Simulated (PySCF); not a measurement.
**C₃H₄BCl: NMR shifts at several levels of theory, part 1 of 2**

Aim: compute the NMR shifts of C₃H₄BCl (`BC#CCCl`) at several levels, and see how far they spread and what each costs.

Computed with PySCF 2.14.0, with density-fitted response routines of our own, on a single molecule in the gas phase. Atoms are numbered from 0 throughout.

### 1 The starting structure

9 atoms, charge 0, multiplicity 1; geometry from: PBE0-D3(BJ)/def2-SVP.

Bonds of the start (Å): B0–C1 1.50, C1–C2 1.22, C2–C3 1.44, C3–Cl4 1.80, B0–H5 1.21, B0–H6 1.21, C3–H7 1.10, C3–H8 1.10.

### 2 Nuclear shieldings: HF/pcSseg-2

What the job is given:

```
{"job": {"kind": "nmr", "xc": "HF", "basis": "pcSseg-2", "pop": false}, "charge": 0, "multiplicity": 1}
B      2.364709     1.461344     0.836002
C      1.263497     0.586901     0.308287
C      0.365649    -0.124998    -0.122784
C     -0.679306    -0.981036    -0.623211
Cl    -2.003236    -0.104173    -1.461504
H      3.295142     0.969747     1.427979
H      2.317670     2.655322     0.666540
H     -1.135231    -1.547481     0.202689
H     -0.264428    -1.706952    -1.338863
```

Method: GIAO HF/pcSseg-2 NMR shielding, non-relativistic, gas phase.

Run with:

```bash
> OMP_NUM_THREADS=1 python probes_run.py task.json out
```

One launch serves the whole session: the jobs run in the order shown.

Standard output:

```text
final grid: 78072 points
cycle   1  E = -600.0067915453  dE =  7.743e-01  |g| = 5.281e-01  |ddm| = 2.647e+00
cycle   2  E = -600.0781381347  dE = -7.135e-02  |g| = 3.373e-01  |ddm| = 1.408e+00
cycle   3  E = -600.1041142207  dE = -2.598e-02  |g| = 8.290e-02  |ddm| = 3.959e-01
cycle   4  E = -600.1064735643  dE = -2.359e-03  |g| = 3.572e-02  |ddm| = 3.128e-01
cycle   5  E = -600.1068431528  dE = -3.696e-04  |g| = 5.891e-03  |ddm| = 9.382e-02
cycle   6  E = -600.1068673034  dE = -2.415e-05  |g| = 2.227e-03  |ddm| = 3.498e-02
cycle   7  E = -600.1068722066  dE = -4.903e-06  |g| = 8.174e-04  |ddm| = 1.474e-02
cycle   8  E = -600.1068730716  dE = -8.650e-07  |g| = 3.984e-04  |ddm| = 3.117e-03
cycle   9  E = -600.1068733424  dE = -2.708e-07  |g| = 2.168e-04  |ddm| = 1.276e-03
cycle  10  E = -600.1068734371  dE = -9.470e-08  |g| = 6.809e-05  |ddm| = 7.643e-04
cycle  11  E = -600.1068734455  dE = -8.399e-09  |g| = 1.454e-05  |ddm| = 3.792e-04
cycle  12  E = -600.1068734457  dE = -1.803e-10  |g| = 4.206e-06  |ddm| = 6.566e-05
converged SCF energy = -600.1068734457

GIAO shielding tensors (ppm)
atom      isotropic    diamagn.    paramagn.     s11        s22        s33       span
  0 B       51.856     195.842    -143.986     -5.615     19.778    141.404    147.019
  1 C      100.105     259.539    -159.434     -4.839     11.195    293.959    298.798
  2 C       35.238     265.759    -230.521    -22.736      3.694    124.757    147.494
  3 C      159.573     241.049     -81.476    139.942    153.741    185.036     45.093
  4 Cl     849.074    1147.071    -297.997    639.129    800.967   1107.126    467.997
  5 H       25.628      28.758      -3.131     22.528     26.757     27.598      5.070
  6 H       25.550      29.392      -3.842     22.154     26.663     27.831      5.677
  7 H       27.384      29.153      -1.769     21.188     26.660     34.303     13.114
  8 H       27.381      27.971      -0.590     21.202     26.656     34.285     13.083
```

Wall time 12 s (1 thread of Arm Neoverse V2, shared host); peak memory 0.86 GiB.

Shifts follow as δ = σ(reference) − σ, with reference shieldings (ppm) from runs at the same level and on the same kind of geometry: ¹H TMS 31.68, ¹³C TMS 191.5, ¹¹B BF3·OEt2 114.5, ³⁵Cl HCl 945. The references are single molecules in the gas phase. Atoms listed in one row are averaged.

| atoms | environment | σ (ppm) | δ (ppm) |
| --- | --- | --- | --- |
| C2 | alkyne carbon | 35.2 | 156.2 |
| C1 | alkyne carbon | 100.1 | 91.4 |
| C3 | propargylic sp3 CH2 bonded to Cl | 159.6 | 31.9 |
| H5, H6 | hydrogen on a boron bonded to C | 25.59 | 6.09 |
| H7, H8 | hydrogen on a propargylic sp3 CH2 bonded to Cl | 27.38 | 4.30 |
| B0 | boron bonded to C, 2 H | 51.9 | 62.7 |
| Cl4 | chlorine bonded to C | 849 | 96 |

### 3 Nuclear shieldings: LDA/pcSseg-2

Same as in step 2 but for these lines:

```diff
@@ -1,2 +1,2 @@
-{"job": {"kind": "nmr", "xc": "HF", "basis": "pcSseg-2", "pop": false}, "charge": 0, "multiplicity": 1}
+{"job": {"kind": "nmr", "xc": "LDA", "basis": "pcSseg-2", "pop": false}, "charge": 0, "multiplicity": 1}
 B      2.364709     1.461344     0.836002
```

Level: GIAO LDA/pcSseg-2 NMR shielding, non-relativistic, gas phase.

Standard output:

```text
coarse grid: 8448 points
cycle   1  E = -598.8607019381  dE =  2.972e-01  |g| = 4.502e-01  |ddm| = 3.101e+00
cycle   2  E = -598.7220147659  dE =  1.387e-01  |g| = 8.044e-01  |ddm| = 1.810e+00
cycle   3  E = -598.8704166233  dE = -1.484e-01  |g| = 3.991e-01  |ddm| = 1.168e+00
cycle   4  E = -598.9129543249  dE = -4.254e-02  |g| = 7.936e-02  |ddm| = 4.153e-01
cycle   5  E = -598.9146356474  dE = -1.681e-03  |g| = 3.260e-02  |ddm| = 1.506e-01
cycle   6  E = -598.9149312182  dE = -2.956e-04  |g| = 5.290e-03  |ddm| = 6.261e-02
cycle   7  E = -598.9149365157  dE = -5.297e-06  |g| = 1.664e-03  |ddm| = 1.134e-02
final grid: 78072 points
cycle   8  E = -598.9146712112  dE = -4.589e-05  |g| = 3.983e-03  |ddm| = 7.121e-02
cycle   9  E = -598.9146645311  dE =  6.680e-06  |g| = 6.154e-03  |ddm| = 1.638e-02
cycle  10  E = -598.9146714338  dE = -6.903e-06  |g| = 3.644e-03  |ddm| = 9.861e-03
cycle  11  E = -598.9146749205  dE = -3.487e-06  |g| = 3.835e-04  |ddm| = 3.020e-03
cycle  12  E = -598.9146749526  dE = -3.212e-08  |g| = 1.134e-04  |ddm| = 4.974e-04
cycle  13  E = -598.9146749557  dE = -3.087e-09  |g| = 2.907e-05  |ddm| = 3.148e-04
cycle  14  E = -598.9146749559  dE = -2.237e-10  |g| = 6.061e-06  |ddm| = 4.638e-05
converged SCF energy = -598.9146749559

GIAO shielding tensors (ppm)
atom      isotropic    diamagn.    paramagn.     s11        s22        s33       span
  0 B       14.362     195.410    -181.048    -68.971    -20.880    132.938    201.909
  1 C       54.266     260.902    -206.636    -30.524    -26.049    219.372    249.896
  2 C        6.379     262.923    -256.545    -40.364    -13.994     73.493    113.857
  3 C      139.867     241.205    -101.338    114.971    135.588    169.042     54.071
  4 Cl     753.422    1146.689    -393.268    500.816    675.573   1083.876    583.061
  5 H       23.593      28.383      -4.789     18.892     25.727     26.160      7.268
  6 H       23.538      28.728      -5.191     18.545     25.982     26.085      7.539
  7 H       25.831      28.110      -2.279     19.752     25.315     32.426     12.674
  8 H       25.829      27.695      -1.866     19.768     25.312     32.408     12.639
```

It took 20 s on 1 thread of Arm Neoverse V2, shared host; peak memory 0.87 GiB.

This run: δ C2 173.9, C1 126.0, C3 40.4, B0 76.6, H5 7.21, H7 4.94 ppm (means over like atoms).

### 4 Nuclear shieldings: PBE/pcSseg-2

Same as in step 3 but for these lines:

```diff
@@ -1,2 +1,2 @@
-{"job": {"kind": "nmr", "xc": "LDA", "basis": "pcSseg-2", "pop": false}, "charge": 0, "multiplicity": 1}
+{"job": {"kind": "nmr", "xc": "PBE", "basis": "pcSseg-2", "pop": false}, "charge": 0, "multiplicity": 1}
 B      2.364709     1.461344     0.836002
```

With the program's defaults for keys left out, this is: GIAO PBE/pcSseg-2 NMR shielding, non-relativistic, gas phase.

Standard output:

```text
coarse grid: 8448 points
cycle   1  E = -601.3190745441  dE =  3.142e-01  |g| = 4.377e-01  |ddm| = 2.316e+00
cycle   2  E = -601.1817327743  dE =  1.373e-01  |g| = 8.002e-01  |ddm| = 1.581e+00
cycle   3  E = -601.3306871427  dE = -1.490e-01  |g| = 3.805e-01  |ddm| = 1.061e+00
cycle   4  E = -601.3694821277  dE = -3.879e-02  |g| = 7.285e-02  |ddm| = 3.653e-01
cycle   5  E = -601.3709292899  dE = -1.447e-03  |g| = 2.870e-02  |ddm| = 1.352e-01
cycle   6  E = -601.3711555468  dE = -2.263e-04  |g| = 4.692e-03  |ddm| = 5.232e-02
cycle   7  E = -601.3711599692  dE = -4.422e-06  |g| = 1.416e-03  |ddm| = 1.050e-02
final grid: 78072 points
cycle   8  E = -601.3847191750  dE = -8.153e-05  |g| = 9.819e-03  |ddm| = 6.322e-02
cycle   9  E = -601.3846711952  dE =  4.798e-05  |g| = 1.576e-02  |ddm| = 3.071e-02
cycle  10  E = -601.3847246484  dE = -5.345e-05  |g| = 7.932e-03  |ddm| = 2.306e-02
cycle  11  E = -601.3847405769  dE = -1.593e-05  |g| = 1.873e-03  |ddm| = 7.402e-03
cycle  12  E = -601.3847414362  dE = -8.594e-07  |g| = 3.062e-04  |ddm| = 3.275e-03
cycle  13  E = -601.3847414605  dE = -2.424e-08  |g| = 6.620e-05  |ddm| = 9.898e-04
cycle  14  E = -601.3847414616  dE = -1.124e-09  |g| = 1.335e-05  |ddm| = 1.560e-04
cycle  15  E = -601.3847414616  dE = -4.388e-11  |g| = 5.118e-06  |ddm| = 2.785e-05
converged SCF energy = -601.3847414616

GIAO shielding tensors (ppm)
atom      isotropic    diamagn.    paramagn.     s11        s22        s33       span
  0 B       24.519     194.010    -169.492    -48.445     -9.771    131.772    180.217
  1 C       61.544     266.494    -204.950    -20.618    -17.264    222.515    243.133
  2 C       16.744     268.691    -251.948    -33.382     -9.409     93.022    126.403
  3 C      139.160     239.052     -99.893    114.786    135.096    167.597     52.811
  4 Cl     759.066    1146.547    -387.481    513.349    675.763   1088.086    574.737
  5 H       24.361      28.494      -4.134     20.182     26.263     26.637      6.455
  6 H       24.301      28.963      -4.662     19.815     26.519     26.569      6.754
  7 H       26.315      27.722      -1.407     20.293     25.861     32.791     12.498
  8 H       26.313      26.874      -0.561     20.309     25.858     32.773     12.464
```

It took 25 s on 1 thread of Arm Neoverse V2, shared host; peak memory 0.84 GiB.

This run: δ C2 162.6, C1 117.8, C3 40.2, B0 68.2, H5 6.85, H7 4.86 ppm (means over like atoms).

### 5 NMR shieldings: BLYP/pcSseg-2

Same as in step 4 but for these lines:

```diff
@@ -1,2 +1,2 @@
-{"job": {"kind": "nmr", "xc": "PBE", "basis": "pcSseg-2", "pop": false}, "charge": 0, "multiplicity": 1}
+{"job": {"kind": "nmr", "xc": "BLYP", "basis": "pcSseg-2", "pop": false}, "charge": 0, "multiplicity": 1}
 B      2.364709     1.461344     0.836002
```

Level: GIAO BLYP/pcSseg-2 NMR shielding, non-relativistic, gas phase.

Standard output:

```text
coarse grid: 8448 points
cycle   1  E = -601.6432267778  dE =  3.053e-01  |g| = 4.558e-01  |ddm| = 2.312e+00
cycle   2  E = -601.5031217434  dE =  1.401e-01  |g| = 8.134e-01  |ddm| = 1.685e+00
cycle   3  E = -601.6570192625  dE = -1.539e-01  |g| = 3.906e-01  |ddm| = 1.134e+00
cycle   4  E = -601.6978949958  dE = -4.088e-02  |g| = 7.438e-02  |ddm| = 3.748e-01
cycle   5  E = -601.6993908641  dE = -1.496e-03  |g| = 3.092e-02  |ddm| = 1.470e-01
cycle   6  E = -601.6996521206  dE = -2.613e-04  |g| = 5.355e-03  |ddm| = 5.926e-02
cycle   7  E = -601.6996578486  dE = -5.728e-06  |g| = 1.536e-03  |ddm| = 1.154e-02
final grid: 78072 points
cycle   8  E = -601.7151387400  dE = -6.127e-05  |g| = 6.606e-03  |ddm| = 6.970e-02
cycle   9  E = -601.7151031956  dE =  3.554e-05  |g| = 1.283e-02  |ddm| = 2.244e-02
cycle  10  E = -601.7151434106  dE = -4.021e-05  |g| = 5.049e-03  |ddm| = 1.759e-02
cycle  11  E = -601.7151497984  dE = -6.388e-06  |g| = 1.084e-03  |ddm| = 4.495e-03
cycle  12  E = -601.7151500876  dE = -2.892e-07  |g| = 2.543e-04  |ddm| = 2.581e-03
cycle  13  E = -601.7151501031  dE = -1.550e-08  |g| = 4.904e-05  |ddm| = 8.509e-04
cycle  14  E = -601.7151501036  dE = -5.205e-10  |g| = 1.356e-05  |ddm| = 1.126e-04
converged SCF energy = -601.7151501036

GIAO shielding tensors (ppm)
atom      isotropic    diamagn.    paramagn.     s11        s22        s33       span
  0 B       24.666     192.323    -167.656    -45.105     -9.835    128.939    174.043
  1 C       59.087     264.657    -205.570    -23.721    -20.028    221.010    244.731
  2 C       14.361     267.105    -252.743    -37.873    -14.394     95.351    133.223
  3 C      134.375     235.416    -101.041    109.731    130.011    163.383     53.651
  4 Cl     738.808    1146.904    -408.097    479.689    649.582   1087.152    607.463
  5 H       24.768      28.665      -3.897     20.752     26.666     26.886      6.133
  6 H       24.707      29.056      -4.349     20.380     26.821     26.920      6.540
  7 H       26.508      27.921      -1.413     20.549     26.147     32.829     12.280
  8 H       26.507      27.377      -0.869     20.566     26.144     32.812     12.247
```

Run time: 24 s. Hardware: 1 thread of Arm Neoverse V2, shared host; peak memory 0.89 GiB.

This run: δ C2 160.6, C1 115.9, C3 40.6, B0 66.5, H5 6.64, H7 4.87 ppm (means over like atoms).

### 6 Shielding tensors: BP86/pcSseg-2

Same as in step 5 but for these lines:

```diff
@@ -1,2 +1,2 @@
-{"job": {"kind": "nmr", "xc": "BLYP", "basis": "pcSseg-2", "pop": false}, "charge": 0, "multiplicity": 1}
+{"job": {"kind": "nmr", "xc": "BP86", "basis": "pcSseg-2", "pop": false}, "charge": 0, "multiplicity": 1}
 B      2.364709     1.461344     0.836002
```

Method: GIAO BP86/pcSseg-2 NMR shielding, non-relativistic, gas phase.

Standard output:

```text
coarse grid: 8448 points
cycle   1  E = -601.7488142691  dE =  3.147e-01  |g| = 4.361e-01  |ddm| = 2.301e+00
cycle   2  E = -601.6132390917  dE =  1.356e-01  |g| = 7.989e-01  |ddm| = 1.591e+00
cycle   3  E = -601.7603463089  dE = -1.471e-01  |g| = 3.767e-01  |ddm| = 1.053e+00
cycle   4  E = -601.7985927056  dE = -3.825e-02  |g| = 7.125e-02  |ddm| = 3.587e-01
cycle   5  E = -601.7999893564  dE = -1.397e-03  |g| = 2.778e-02  |ddm| = 1.236e-01
cycle   6  E = -601.8001991975  dE = -2.098e-04  |g| = 4.518e-03  |ddm| = 4.629e-02
cycle   7  E = -601.8002033591  dE = -4.162e-06  |g| = 1.365e-03  |ddm| = 8.852e-03
final grid: 78072 points
cycle   8  E = -601.8114303146  dE = -6.757e-05  |g| = 7.479e-03  |ddm| = 7.274e-02
cycle   9  E = -601.8114235638  dE =  6.751e-06  |g| = 7.980e-03  |ddm| = 2.055e-02
cycle  10  E = -601.8114331032  dE = -9.539e-06  |g| = 4.463e-03  |ddm| = 1.352e-02
cycle  11  E = -601.8114379937  dE = -4.890e-06  |g| = 1.207e-03  |ddm| = 4.119e-03
cycle  12  E = -601.8114383545  dE = -3.608e-07  |g| = 2.352e-04  |ddm| = 1.262e-03
cycle  13  E = -601.8114384016  dE = -4.717e-08  |g| = 5.447e-05  |ddm| = 6.413e-04
cycle  14  E = -601.8114384024  dE = -7.567e-10  |g| = 1.291e-05  |ddm| = 9.694e-05
converged SCF energy = -601.8114384024

GIAO shielding tensors (ppm)
atom      isotropic    diamagn.    paramagn.     s11        s22        s33       span
  0 B       26.566     194.455    -167.889    -44.471     -7.393    131.563    176.034
  1 C       62.240     263.799    -201.559    -19.601    -16.707    223.028    242.629
  2 C       18.053     267.206    -249.153    -32.944     -8.966     96.069    129.013
  3 C      138.785     238.599     -99.814    114.322    134.720    167.313     52.991
  4 Cl     758.332    1146.743    -388.412    511.677    675.290   1088.028    576.351
  5 H       24.476      28.547      -4.071     20.384     26.352     26.691      6.306
  6 H       24.414      29.033      -4.618     20.020     26.605     26.619      6.599
  7 H       26.401      27.887      -1.486     20.414     25.952     32.837     12.423
  8 H       26.400      27.186      -0.787     20.430     25.949     32.819     12.389
```

It took 24 s on 1 thread of Arm Neoverse V2, shared host; peak memory 0.89 GiB.

In short: δ C2 161.1, C1 116.9, C3 40.4, B0 66.8, H5 6.79, H7 4.83 ppm (means over like atoms).

### 7 Nuclear shieldings: OPBE/pcSseg-2

Same as in step 6 but for these lines:

```diff
@@ -1,2 +1,2 @@
-{"job": {"kind": "nmr", "xc": "BP86", "basis": "pcSseg-2", "pop": false}, "charge": 0, "multiplicity": 1}
+{"job": {"kind": "nmr", "xc": "OPBE", "basis": "pcSseg-2", "pop": false}, "charge": 0, "multiplicity": 1}
 B      2.364709     1.461344     0.836002
```

Level: GIAO OPBE/pcSseg-2 NMR shielding, non-relativistic, gas phase.

Standard output:

```text
coarse grid: 8448 points
cycle   1  E = -601.6267173915  dE =  3.201e-01  |g| = 4.233e-01  |ddm| = 2.326e+00
cycle   2  E = -601.5003877580  dE =  1.263e-01  |g| = 7.788e-01  |ddm| = 1.680e+00
cycle   3  E = -601.6382444434  dE = -1.379e-01  |g| = 3.636e-01  |ddm| = 1.049e+00
cycle   4  E = -601.6740740992  dE = -3.583e-02  |g| = 6.616e-02  |ddm| = 3.638e-01
cycle   5  E = -601.6752442624  dE = -1.170e-03  |g| = 2.563e-02  |ddm| = 1.096e-01
cycle   6  E = -601.6754221580  dE = -1.779e-04  |g| = 3.974e-03  |ddm| = 3.606e-02
cycle   7  E = -601.6754253992  dE = -3.241e-06  |g| = 1.280e-03  |ddm| = 9.676e-03
final grid: 78072 points
cycle   8  E = -601.6734026988  dE = -2.679e-04  |g| = 2.064e-02  |ddm| = 1.946e-01
cycle   9  E = -601.6733890893  dE =  1.361e-05  |g| = 1.864e-02  |ddm| = 6.048e-02
cycle  10  E = -601.6734445324  dE = -5.544e-05  |g| = 7.157e-03  |ddm| = 3.983e-02
cycle  11  E = -601.6734569979  dE = -1.247e-05  |g| = 2.649e-03  |ddm| = 7.024e-03
cycle  12  E = -601.6734588724  dE = -1.875e-06  |g| = 3.928e-04  |ddm| = 3.486e-03
cycle  13  E = -601.6734589172  dE = -4.476e-08  |g| = 1.199e-04  |ddm| = 5.530e-04
cycle  14  E = -601.6734589212  dE = -4.033e-09  |g| = 3.564e-05  |ddm| = 3.194e-04
cycle  15  E = -601.6734589216  dE = -3.627e-10  |g| = 5.284e-06  |ddm| = 9.926e-05
converged SCF energy = -601.6734589216

GIAO shielding tensors (ppm)
atom      isotropic    diamagn.    paramagn.     s11        s22        s33       span
  0 B       34.162     195.805    -161.643    -33.582      1.753    134.317    167.899
  1 C       71.351     273.231    -201.880     -6.765     -6.317    227.135    233.900
  2 C       29.917     274.603    -244.686    -20.957      2.236    108.473    129.430
  3 C      144.108     244.071     -99.964    120.118    140.181    172.023     51.905
  4 Cl     785.485    1146.863    -361.378    560.839    702.063   1093.554    532.715
  5 H       24.459      28.522      -4.062     20.529     26.164     26.686      6.157
  6 H       24.398      29.163      -4.765     20.154     26.421     26.620      6.465
  7 H       26.355      27.484      -1.130     20.308     25.832     32.923     12.615
  8 H       26.353      25.835       0.518     20.325     25.829     32.905     12.580
```

Wall time 25 s (1 thread of Arm Neoverse V2, shared host); peak memory 0.89 GiB.

Key values: δ C2 154.5, C1 113.1, C3 40.3, B0 63.6, H5 6.77, H7 4.85 ppm (means over like atoms).

### 8 NMR shieldings: KT2/pcSseg-2

Same as in step 7 but for these lines:

```diff
@@ -1,2 +1,2 @@
-{"job": {"kind": "nmr", "xc": "OPBE", "basis": "pcSseg-2", "pop": false}, "charge": 0, "multiplicity": 1}
+{"job": {"kind": "nmr", "xc": "KT2", "basis": "pcSseg-2", "pop": false}, "charge": 0, "multiplicity": 1}
 B      2.364709     1.461344     0.836002
```

With the program's defaults for keys left out, this is: GIAO KT2/pcSseg-2 NMR shielding, non-relativistic, gas phase.

Standard output:

```text
coarse grid: 8448 points
cycle   1  E = -607.7076523022  dE =  3.434e-01  |g| = 4.327e-01  |ddm| = 3.963e+00
cycle   2  E = -607.5899232441  dE =  1.177e-01  |g| = 7.609e-01  |ddm| = 1.476e+00
cycle   3  E = -607.7203206670  dE = -1.304e-01  |g| = 3.553e-01  |ddm| = 1.011e+00
cycle   4  E = -607.7555827245  dE = -3.526e-02  |g| = 5.950e-02  |ddm| = 3.310e-01
cycle   5  E = -607.7566021865  dE = -1.019e-03  |g| = 2.246e-02  |ddm| = 9.674e-02
cycle   6  E = -607.7567402507  dE = -1.381e-04  |g| = 4.241e-03  |ddm| = 3.336e-02
cycle   7  E = -607.7567447569  dE = -4.506e-06  |g| = 9.453e-04  |ddm| = 8.542e-03
final grid: 78072 points
cycle   8  E = -607.7721767633  dE = -2.862e-04  |g| = 2.169e-02  |ddm| = 6.422e-01
cycle   9  E = -607.7720705261  dE =  1.062e-04  |g| = 2.649e-02  |ddm| = 7.408e-02
cycle  10  E = -607.7722281168  dE = -1.576e-04  |g| = 6.623e-03  |ddm| = 6.221e-02
cycle  11  E = -607.7722371372  dE = -9.020e-06  |g| = 3.860e-03  |ddm| = 1.465e-02
cycle  12  E = -607.7722414331  dE = -4.296e-06  |g| = 7.271e-04  |ddm| = 3.458e-03
cycle  13  E = -607.7722415598  dE = -1.266e-07  |g| = 7.529e-05  |ddm| = 8.942e-04
cycle  14  E = -607.7722415612  dE = -1.466e-09  |g| = 2.389e-05  |ddm| = 2.407e-04
cycle  15  E = -607.7722415614  dE = -1.596e-10  |g| = 4.231e-06  |ddm| = 7.302e-05
converged SCF energy = -607.7722415614

GIAO shielding tensors (ppm)
atom      isotropic    diamagn.    paramagn.     s11        s22        s33       span
  0 B       36.214     193.087    -156.873    -31.980      6.365    134.256    166.236
  1 C       71.985     267.881    -195.896     -5.573     -1.458    222.986    228.559
  2 C       29.523     270.957    -241.434    -16.927      2.997    102.499    119.426
  3 C      143.159     234.472     -91.313    119.036    139.485    170.955     51.919
  4 Cl     772.684    1148.258    -375.575    529.463    698.084   1090.503    561.040
  5 H       24.645      27.604      -2.960     21.105     26.333     26.497      5.392
  6 H       24.578      28.321      -3.743     20.720     26.429     26.585      5.865
  7 H       26.236      26.992      -0.757     20.116     25.834     32.756     12.640
  8 H       26.234      26.089       0.145     20.133     25.831     32.739     12.606
```

Wall time 25 s (1 thread of Arm Neoverse V2, shared host); peak memory 0.85 GiB.

Key values: δ C2 152.8, C1 110.3, C3 39.1, B0 62.1, H5 6.57, H7 4.94 ppm (means over like atoms).

(Continued in part 2 of 2.)
